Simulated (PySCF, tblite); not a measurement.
# C4H5F3O2: deprotonation, part 2 of 2

tblite 0.8.0 and PySCF 2.14.0. Atoms count from 0.

### Step 10. Relaxing the molecule with GFN2-xTB

This step treats C₄H₄F₃O₂−, `[O-]/C(O)=C\CC(F)(F)F`.

Job settings and geometry (Å):

```
{"job": {"kind": "relax", "xc": "GFN2-xTB", "basis": "xTB"}, "charge": -1, "multiplicity": 1}
O     -2.023700     0.109700    -1.328600
C     -1.807100    -0.134400    -0.196300
O     -2.724500    -0.486700     0.715400
C     -0.430200    -0.115600     0.430200
C      0.654100     0.164800    -0.554700
C      2.022100     0.205100     0.037200
F      2.357300    -0.953200     0.617200
F      2.978900     0.471800    -0.871600
F      2.144200     1.148400     0.989100
H     -3.603300    -0.465100     0.256000
H     -0.442700     0.611500     1.255300
H      0.474500     1.131800    -1.053100
H      0.658500    -0.586900    -1.345800
```

Standard output:

```text
step      E/eV     max force
  0    -901.34824    7.748
  1    -901.63255    5.059
  2    -901.88230    1.301
  3    -901.92795    0.963
  4    -901.97096    1.056
  5    -902.14917    1.294
  6    -902.20094    0.534
  7    -902.26293    0.535
  8    -902.29992    0.518
  9    -902.31570    0.340
 10    -902.32122    0.276
 11    -902.32582    0.170
 12    -902.32974    0.208
 13    -902.33363    0.148
 14    -902.33592    0.108
 15    -902.33778    0.108
 16    -902.33945    0.157
 17    -902.34157    0.155
 18    -902.34362    0.119
 19    -902.34523    0.133
 20    -902.34663    0.147
 21    -902.34817    0.147
 22    -902.34990    0.107
 23    -902.35173    0.114
 24    -902.35321    0.116
 25    -902.35441    0.116
 26    -902.35567    0.109
 27    -902.35694    0.087
 28    -902.35801    0.094
 29    -902.35880    0.094
 30    -902.35934    0.065
 31    -902.35979    0.058
 32    -902.36033    0.085
 33    -902.36100    0.107
 34    -902.36183    0.101
 35    -902.36271    0.081
 36    -902.36343    0.087
 37    -902.36401    0.069
 38    -902.36465    0.080
 39    -902.36553    0.088
 40    -902.36671    0.100
 41    -902.36815    0.118
 42    -902.36982    0.117
 43    -902.37194    0.129
 44    -902.37477    0.180
 45    -902.37816    0.182
 46    -902.38167    0.165
 47    -902.38506    0.156
 48    -902.38901    0.183
 49    -902.39426    0.234
 50    -902.39797    0.257
 51    -902.38216    0.775
 52    -902.40433    0.421
 53    -902.40416    0.416
 54    -902.41130    0.131
 55    -902.41587    0.198
 56    -902.41939    0.228
 57    -902.42356    0.238
 58    -902.42534    0.231
 59    -902.42786    0.114
 60    -902.43005    0.182
 61    -902.43165    0.179
 62    -902.43356    0.139
 63    -902.43481    0.104
 64    -902.43637    0.073
 65    -902.43699    0.065
 66    -902.43750    0.062
 67    -902.43794    0.057
 68    -902.43831    0.050
 69    -902.43873    0.050
 70    -902.43932    0.063
 71    -902.44007    0.071
 72    -902.44080    0.067
 73    -902.44128    0.053
 74    -902.44151    0.046
 75    -902.44167    0.053
 76    -902.44180    0.031
 77    -902.44193    0.032
 78    -902.44206    0.034
 79    -902.44224    0.044
 80    -902.44243    0.049
 81    -902.44263    0.052
 82    -902.44281    0.056
 83    -902.44297    0.046
 84    -902.44312    0.033
 85    -902.44323    0.026
 86    -902.44330    0.017
 87    -902.44335    0.017
 88    -902.44338    0.012
 89    -902.44340    0.013
 90    -902.44342    0.014
 91    -902.44343    0.014
 92    -902.44346    0.015
 93    -902.44350    0.020
 94    -902.44354    0.016
 95    -902.44356    0.009
```

Run time: 0.71 s. Hardware: 1 thread of AMD EPYC 7B13, shared host.

Along the way: (not every step is listed)

```csv
step,energy from step 0 (eV),largest force (eV/Å)
0,0.0000,7.7480
1,-0.2843,5.0585
2,-0.5341,1.3009
3,-0.5797,0.9630
4,-0.6227,1.0557
5,-0.8009,1.2942
6,-0.8527,0.5343
7,-0.9147,0.5354
8,-0.9517,0.5182
16,-0.9912,0.1574
24,-1.0050,0.1162
32,-1.0121,0.0849
40,-1.0185,0.1002
48,-1.0408,0.1834
56,-1.0711,0.2284
64,-1.0881,0.0729
72,-1.0926,0.0672
80,-1.0942,0.0487
88,-1.0951,0.0124
90,-1.0952,0.0137
91,-1.0952,0.0137
92,-1.0952,0.0148
93,-1.0953,0.0196
94,-1.0953,0.0162
95,-1.0953,0.0095
```

Distances of close pairs at the start and the end, largest changes first:

| bond | before (Å) | after (Å) | change (Å) |
| --- | --- | --- | --- |
| C1–C3 | 1.513 | 1.362 | -0.151 |
| C1–O2 | 1.340 | 1.423 | +0.083 |
| O0–C1 | 1.178 | 1.248 | +0.070 |
| O2–H9 | 0.992 | 0.966 | -0.026 |
| C5–F7 | 1.346 | 1.371 | +0.025 |
| C3–H10 | 1.100 | 1.076 | -0.023 |
| C4–C5 | 1.491 | 1.512 | +0.021 |
| C5–F8 | 1.346 | 1.353 | +0.008 |

The end geometry stands in the next job.

### Step 11. Infrared spectrum with GFN2-xTB

Job settings and geometry (Å):

```
{"job": {"kind": "ir", "xc": "GFN2-xTB", "basis": "xTB"}, "charge": -1, "multiplicity": 1}
O     -1.787597    -0.940905    -1.181617
C     -1.630726    -0.271411    -0.139545
O     -2.714769    -0.273139     0.782487
C     -0.571419     0.493693     0.245607
C      0.633137     0.586320    -0.632868
C      1.887152     0.062156     0.029265
F      1.817302    -1.198527     0.477308
F      2.974455     0.074357    -0.806303
F      2.285857     0.805590     1.087690
H     -3.371195    -0.848949     0.370383
H     -0.584760     1.024527     1.182002
H      0.880374     1.612979    -0.947149
H      0.440455    -0.025624    -1.517040
```

Standard output:

```text
mode    cm-1     km/mol
  1      44.9      0.70
  2      56.4      1.38
  3      92.0      2.02
  4     197.1     10.75
  5     228.8      6.22
  6     317.7      2.37
  7     328.4      0.47
  8     419.3     77.54
  9     450.6     20.60
 10     472.0     11.80
 11     514.7     49.57
 12     562.0     81.38
 13     577.8     34.90
 14     593.0     24.31
 15     667.7     46.52
 16     790.5     49.03
 17     850.7     74.18
 18     937.5    325.64
 19     971.0     76.72
 20    1032.8    346.52
 21    1074.5    113.42
 22    1138.7     74.17
 23    1161.1     65.45
 24    1173.0     73.55
 25    1197.8    158.48
 26    1257.0     16.00
 27    1398.9    149.07
 28    1430.6      7.43
 29    1750.1    656.26
 30    2827.5    133.50
 31    2983.3      8.83
 32    3099.0     89.43
 33    3525.1      5.86
ZPE 204.092  H(298)-E 230.659  G(298)-E 114.474 kJ/mol  S 389.69 J/(mol K)
```

Wall time 0.51 s (1 thread of AMD EPYC 7B13, shared host).

Which atoms move in the most intense modes:

```csv
cm⁻¹,km/mol,atoms
938,325.6,"C5 37 %, F8 10 %"
1033,346.5,"C5 31 %, H11 19 %, C1 11 %, C4 11 %"
1074,113.4,"C3 29 %, H9 21 %, C4 16 %"
1198,158.5,"C5 39 %, H12 28 %, H11 10 %"
1399,149.1,"C3 34 %, C1 20 %, H10 17 %, O0 14 %"
1750,656.3,"C1 65 %, C3 18 %, O0 13 %"
2828,133.5,H11 94 %
3099,89.4,H10 93 %
```

### Step 12. Optimising the geometry at PBE0-D3(BJ)/ma-def2-SVP

This step treats C4H4F3O2−, `[O-]/C(O)=C\CC(F)(F)F`.

Settings changed since step 11:

```diff
@@ -1,2 +1,2 @@
-{"job": {"kind": "ir", "xc": "GFN2-xTB", "basis": "xTB"}, "charge": -1, "multiplicity": 1}
+{"job": {"xc": "PBE0", "basis": "ma-def2-SVP", "d3": "d3bj", "grid": 1, "kind": "geom"}, "charge": -1, "multiplicity": 1}
 O     -1.787597    -0.940905    -1.181617
```

Standard output:

```text
step   0  E = -603.83704983  max force = 0.022069
step   1  E = -603.83740876  max force = 0.010910
step   2  E = -603.83848506  max force = 0.004513
step   3  E = -603.83872676  max force = 0.004280
step   4  E = -603.83897580  max force = 0.002473
step   5  E = -603.83905037  max force = 0.001084
step   6  E = -603.83914032  max force = 0.000842
step   7  E = -603.83916934  max force = 0.001418
step   8  E = -603.83917246  max force = 0.001203
step   9  E = -603.83918736  max force = 0.000360
optimisation converged
```

Wall time 2.2 min (1 thread of AMD EPYC 7B13, shared host); peak memory 0.72 GiB.

The steps of the relaxation:

```
step  energy from step 0 (eV)  largest force component (eV/Å)
   0                   0.0000                          1.1348
   1                  -0.0098                          0.5610
   2                  -0.0391                          0.2321
   3                  -0.0456                          0.2201
   4                  -0.0524                          0.1272
   5                  -0.0544                          0.0557
   6                  -0.0569                          0.0433
   7                  -0.0577                          0.0729
   8                  -0.0578                          0.0619
   9                  -0.0582                          0.0185
```

Distances of close pairs at the start and the end, largest changes first:

```csv
bond,before (Å),after (Å),change (Å)
C1–O2,1.423,1.400,-0.023
C1–C3,1.362,1.386,+0.023
C3–H10,1.076,1.091,+0.015
C4–H12,1.092,1.103,+0.011
C4–H11,1.102,1.111,+0.010
C3–C4,1.494,1.486,-0.008
C5–F7,1.371,1.364,-0.007
C4–C5,1.512,1.508,-0.004
```

The end geometry stands in the next job.

```csv
at the end point,value
point group (found at 0.08 Å tolerance),C1
"rotational constants (GHz, main isotopes)","3.570, 0.803, 0.759"
```

### Step 13. Single point (C4H4F3O2−, [O-]/C(O)=C\CC(F)(F)F): wB97X-D3(BJ)/ma-def2-TZVP

Geometry: PBE0-D3(BJ)/ma-def2-SVP.

Job settings and geometry (Å):

```
{"job": {"kind": "sp", "xc": "wB97X", "basis": "ma-def2-TZVP", "d3": "d3bj", "grid": 2}, "charge": -1, "multiplicity": 1}
O     -1.718374    -1.281998    -0.855986
C     -1.492903    -0.645505     0.199022
O     -2.329980    -0.949536     1.278809
C     -0.538848     0.326033     0.456139
C      0.379190     0.754433    -0.630966
C      1.843262     0.474176    -0.405464
F      2.143928    -0.826061    -0.288489
F      2.610629     0.940591    -1.432702
F      2.332931     1.078996     0.700496
H     -2.900967    -1.628530     0.899113
H     -0.503428     0.806367     1.435349
H      0.342789     1.839960    -0.866959
H      0.100616     0.213161    -1.550898
```

Standard output:

```text
coarse grid: 12256 points
cycle   1  E = -604.8982679772  dE =  1.671e+00  |g| = 1.363e+00  |ddm| = 2.985e+00
cycle   2  E = -604.8295076789  dE =  6.876e-02  |g| = 1.620e+00  |ddm| = 8.849e+00
cycle   3  E = -605.2359799463  dE = -4.065e-01  |g| = 1.516e-01  |ddm| = 7.603e+00
cycle   4  E = -605.2396218568  dE = -3.642e-03  |g| = 7.714e-02  |ddm| = 2.910e-01
cycle   5  E = -605.2407208049  dE = -1.099e-03  |g| = 1.640e-02  |ddm| = 3.335e-01
cycle   6  E = -605.2407807271  dE = -5.992e-05  |g| = 5.655e-03  |ddm| = 1.007e-01
cycle   7  E = -605.2407922601  dE = -1.153e-05  |g| = 1.678e-03  |ddm| = 4.976e-02
cycle   8  E = -605.2407941334  dE = -1.873e-06  |g| = 6.119e-04  |ddm| = 2.478e-02
final grid: 123552 points
cycle   9  E = -605.2456024230  dE = -9.974e-05  |g| = 7.918e-03  |ddm| = 7.087e-02
cycle  10  E = -605.2456025480  dE = -1.250e-07  |g| = 7.701e-03  |ddm| = 1.242e-02
cycle  11  E = -605.2456107244  dE = -8.176e-06  |g| = 8.000e-04  |ddm| = 8.204e-03
cycle  12  E = -605.2456108270  dE = -1.026e-07  |g| = 4.399e-04  |ddm| = 1.368e-03
cycle  13  E = -605.2456108624  dE = -3.538e-08  |g| = 1.119e-04  |ddm| = 1.571e-03
cycle  14  E = -605.2456108661  dE = -3.713e-09  |g| = 3.482e-05  |ddm| = 6.112e-04
converged SCF energy = -605.2456108661
```

Wall time 39 s (1 thread of AMD EPYC 7B13, shared host); peak memory 1.4 GiB.

### Step 14. Deprotonation: wB97X-D3(BJ)/ma-def2-TZVP

This step combines the energies above: geometries from PBE0-D3(BJ)/ma-def2-SVP, zero-point and thermal terms from GFN2-xTB.

Job settings and geometry (Å):

```
{"job": {"kind": "ac", "geom": {"xc": "PBE0", "basis": "ma-def2-SVP", "d3": "d3bj", "grid": 1}, "level": {"xc": "wB97X", "basis": "ma-def2-TZVP", "d3": "d3bj"}}, "charge": 0, "multiplicity": 1}
O     -2.039903     0.115775    -1.323286
C     -1.796342    -0.143059    -0.173264
O     -2.741928    -0.479053     0.712160
C     -0.427696    -0.130263     0.450797
C      0.657344     0.168632    -0.566003
C      2.033138     0.206779     0.045941
F      2.356916    -0.958990     0.628193
F      2.967484     0.462795    -0.876656
F      2.135196     1.155210     0.990285
H     -3.593947    -0.462446     0.250714
H     -0.267279    -1.102088     0.943346
H     -0.435806     0.615469     1.262150
H      0.482944     1.138478    -1.053005
H      0.669643    -0.589233    -1.362350
```

Output (the driver's rows laid out field by field):

```text
deprotonation site by site, wB97X-D3(BJ)/ma-def2-TZVP // PBE0-D3(BJ)/ma-def2-SVP

row 1
  formula                 C4H4F3O2
  charge                  -1
  multiplicity            1
  smiles                  O=C([O-])CCC(F)(F)F
  kept                    yes
  pieces                  1
  point_group             C1
  atom                    2
  element                 O
  electronic              1446.6
  enthalpy                1419.97
  free_energy             1388.38
  share_gas               1.0

row 2
  formula                 C4H4F3O2
  charge                  -1
  multiplicity            1
  smiles                  [O-]/C(O)=C\CC(F)(F)F
  kept                    yes
  pieces                  1
  point_group             C1
  atom                    3
  element                 C
  electronic              1542.86
  enthalpy                1512.19
  free_energy             1481.39
  share_gas               5.074e-17
```

Run time: 7.7 min. Hardware: 1 thread of AMD EPYC 7B13, shared host; peak memory 1.4 GiB.

Energy needed to remove a proton (kJ/mol, gas phase, 298 K for the thermal columns):

```csv
site,product,electronic,enthalpy,free energy
O2,O=C([O-])CCC(F)(F)F,1446.6,1420.0,1388.4
C3,[O-]/C(O)=C\CC(F)(F)F,1542.9,1512.2,1481.4
```

### Step 15. What came out

What follows sums up all 2 parts.

| quantity | value |
| --- | --- |
| strongest single infrared mode (GFN2-xTB) | 1805 cm⁻¹, 475 km/mol |
| zero-point energy (GFN2-xTB) | 57.6 kcal/mol |
| point group | C1 |
| rotational constants (main isotopes) | 3.67, 0.75, 0.70 GHz |
| ΔH of deprotonation, O2 (wB97X-D3(BJ)/ma-def2-TZVP) | 1420.0 kJ/mol |
| ΔH of deprotonation, C3 (wB97X-D3(BJ)/ma-def2-TZVP) | 1512.2 kJ/mol |

**Reading.** All 36 modes are real, so the xTB geometry is a minimum. The strongest single mode, at 1805 cm⁻¹, moves mainly C1 and O0. GFN2-xTB is a fitted tight-binding method: band positions and strengths are rough. Its intensities can rank the bands wrongly. Relaxing lowered the energy by 0.026 eV in 4 steps; the close pair that moved most is C3–H11, from 1.092 to 1.102 Å (PBE0/ma-def2-SVP). No frequency check was run at this level, so the end point may be a saddle. At wB97X-D3(BJ)/ma-def2-TZVP the ΔH of deprotonation runs from 1420.0 kJ/mol (O2) to 1512.2 kJ/mol (C3).
